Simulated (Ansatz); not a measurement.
# C3H3Ga (SMILES [CH3][Ga]1[C]#[C]1): one structure at several levels

A test off equilibrium: a structure displaced at random from a GFN2-xTB minimum is computed at several levels, and each is set against CCSD(T).

Computed with Ansatz 0.2.0, Gaussian basis. Level: single points in def2-TZVPP.

Correlated methods freeze the cores. Filled d shells of the heavier atoms are correlated.

## 1. Where the work starts

SMILES `[CH3][Ga]1[C]#[C]1`, 7 atoms, charge 0, spin multiplicity 1.

Atoms are counted from 1 here; the program's logs count them from 0.

Bond lengths: C1–Ga2 2.100 Å, C1–H5 1.010 Å, C1–H6 1.025 Å, C1–H7 1.274 Å, Ga2–C3 1.870 Å, Ga2–C4 1.966 Å, C3–C4 1.338 Å. Angles: Ga2–C1–H5 106.7°, Ga2–C1–H6 92.9°, Ga2–C1–H7 111.9°, H5–C1–H6 125.3°, H5–C1–H7 108.3°, H6–C1–H7 110.5°, C1–Ga2–C3 164.2°, C1–Ga2–C4 151.8°, C3–Ga2–C4 40.7°, Ga2–C3–C4 73.5°, Ga2–C4–C3 65.8°.

Coordinates:

```xyz
7
charge 0, multiplicity 1
C    -0.48380    1.07320   -0.58280
Ga    0.26010   -0.57940    0.47880
C     1.29440   -1.71740    1.54240
C     0.70310   -2.48930    0.62300
H    -0.10570    1.01100   -1.51710
H    -0.17860    1.73690    0.13570
H    -1.75540    1.05460   -0.66290
```

## 2. CCSD(T)/def2-TZVPP

run/in.yaml reads:

```yaml
crystal:
  periodic: [false, false, false]
  atoms:
    - {symbol: C, position_ang: [-0.483800, 1.073200, -0.582800]}
    - {symbol: Ga, position_ang: [0.260100, -0.579400, 0.478800]}
    - {symbol: C, position_ang: [1.294400, -1.717400, 1.542400]}
    - {symbol: C, position_ang: [0.703100, -2.489300, 0.623000]}
    - {symbol: H, position_ang: [-0.105700, 1.011000, -1.517100]}
    - {symbol: H, position_ang: [-0.178600, 1.736900, 0.135700]}
    - {symbol: H, position_ang: [-1.755400, 1.054600, -0.662900]}
basis:
  gaussian: {orbitals: def2-TZVPP}
correlation: {method: ccsd_t}
output: {forces: true}
```

The command line of these runs was not kept.

## 3. PBE0-D4/def2-TZVPP

Changes to run/in.yaml since step 2:

```diff
@@ -12,3 +12,3 @@
   gaussian: {orbitals: def2-TZVPP}
-correlation: {method: ccsd_t}
-output: {forces: true}
+hamiltonian: {xc: pbe0, dispersion: d4}
+output: {forces: true, orbitals: {seedname: orbitals}}
```

## 4. wB97M-V/def2-TZVPP

Changes to run/in.yaml since step 3:

```diff
@@ -12,3 +12,3 @@
   gaussian: {orbitals: def2-TZVPP}
-hamiltonian: {xc: pbe0, dispersion: d4}
-output: {forces: true, orbitals: {seedname: orbitals}}
+hamiltonian: {xc: {name: wB97M-V}}
+output: {forces: true}
```

## 5. r2SCAN-D4/def2-TZVPP

Changes to run/in.yaml since step 4:

```diff
@@ -12,3 +12,3 @@
   gaussian: {orbitals: def2-TZVPP}
-hamiltonian: {xc: {name: wB97M-V}}
+hamiltonian: {xc: r2scan, dispersion: d4}
 output: {forces: true}
```

## 6. PBE-D4/def2-TZVPP

Changes to run/in.yaml since step 5:

```diff
@@ -12,3 +12,3 @@
   gaussian: {orbitals: def2-TZVPP}
-hamiltonian: {xc: r2scan, dispersion: d4}
+hamiltonian: {xc: pbe, dispersion: d4}
 output: {forces: true}
```

## 7. CAM-B3LYP-D4/def2-TZVPP

Changes to run/in.yaml since step 6:

```diff
@@ -12,3 +12,3 @@
   gaussian: {orbitals: def2-TZVPP}
-hamiltonian: {xc: pbe, dispersion: d4}
+hamiltonian: {xc: {name: CAM-B3LYP}, dispersion: d4}
 output: {forces: true}
```

## 8. BHLYP-D4/def2-TZVPP

Changes to run/in.yaml since step 7:

```diff
@@ -12,3 +12,3 @@
   gaussian: {orbitals: def2-TZVPP}
-hamiltonian: {xc: {name: CAM-B3LYP}, dispersion: d4}
+hamiltonian: {xc: {name: BHLYP}, dispersion: d4}
 output: {forces: true}
```

(Steps that only read results are left out.)

What does the calculation give? Wanted: energy less free atoms, CCSD(T)/def2-TZVPP; RMS force component; RMS force error; HOMO and LUMO, PBE0-D4; T1 diagnostic.

The runs gave:

```
                                  quantity                                                                                                 value
energy less free atoms, CCSD(T)/def2-TZVPP                                                                                       -592.8 kcal/mol
                       RMS force component                                                                  2.209 to 2.506 eV/Å over the methods
                           RMS force error  PBE0-D4 0.315, wB97M-V 0.417, r2SCAN-D4 0.241, PBE-D4 0.116, CAM-B3LYP-D4 0.518, BHLYP-D4 0.619 eV/Å
                    HOMO and LUMO, PBE0-D4                                                                                    -6.96 and -2.13 eV
                             T1 diagnostic                                                                                                 0.017
```

What this shows: Against CCSD(T) the functionals' energies less atoms differ by -33.9 to +18.1 kcal/mol, PBE-D4 by -33.9 kcal/mol. The reference is not at the basis limit: in triple zeta CCSD(T) underbinds, which counts against methods that bind more; the gaps are no ranking. On forces the order runs from PBE-D4 to BHLYP-D4. Frozen-core CCSD(T) forces in triple zeta carry basis errors of their own, and this is one geometry, so small gaps rank nothing.
